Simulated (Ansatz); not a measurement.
# MgO: the cost of one run

Method: reference: DFT PBE, plane waves, PAW, scalar-relativistic, no spin polarisation, in Ansatz 0.2.0.

The COD cell was measured well above room temperature, so it is larger than a cold one.

### Step 1. The system as given

The structure is cubic, space group Fm-3m (No. 225). Conventional cell: a = 4.310 Å, b = 4.310 Å, c = 4.310 Å, α = 90.00°, β = 90.00°, γ = 90.00°. Around Mg (site symmetry m-3m) lie 6 O at 2.16 Å. Around O (site symmetry m-3m) lie 6 Mg at 2.16 Å.

Coordinates:

```
CELL_PARAMETERS angstrom
0.00000 2.15504 2.15504
2.15504 0.00000 2.15504
2.15504 2.15504 0.00000
ATOMIC_POSITIONS crystal
Mg 0.00000 0.00000 0.00000
O 0.50000 0.50000 0.50000
```

### Step 2. Reference

input.yaml reads:

```yaml
crystal:
  lattice:
    - [0.0, 2.15503716, 2.15503716]
    - [2.15503716, 0.0, 2.15503716]
    - [2.15503716, 2.15503716, 0.0]
  atoms:
    - { symbol: Mg, position: [0.0, 0.0, 0.0] }
    - { symbol: O, position: [0.5, 0.5, 0.5] }
  symmetry: { tolerance: 0.0003 }
kpoints:
  mp_grid: { grid: [7, 7, 7], shift: [0, 0, 0] }
magnetization:
  spin_polarized: false
scf:
  occupations: { method: fermi_dirac }
hamiltonian:
  pseudopotentials: { kind: paw }
  xc: pbe
basis:
  ecutwfc: 420
output:
  forces: true
  stress: true
  eigenvalues: true
relax:
  max_steps: 40
  cell: {}
```

Command:

```
> ansatz run input.yaml --threads 1 --pin off --max-ram 2560MiB --backend cpu --events-out ev --progress --plain --runs-dir out
```

What time and memory should one allow on 1 thread of Intel Xeon Platinum 8375C at 2.90GHz (Ice Lake), shared host?

About 3.9 s, with a peak of 0.32 GiB.
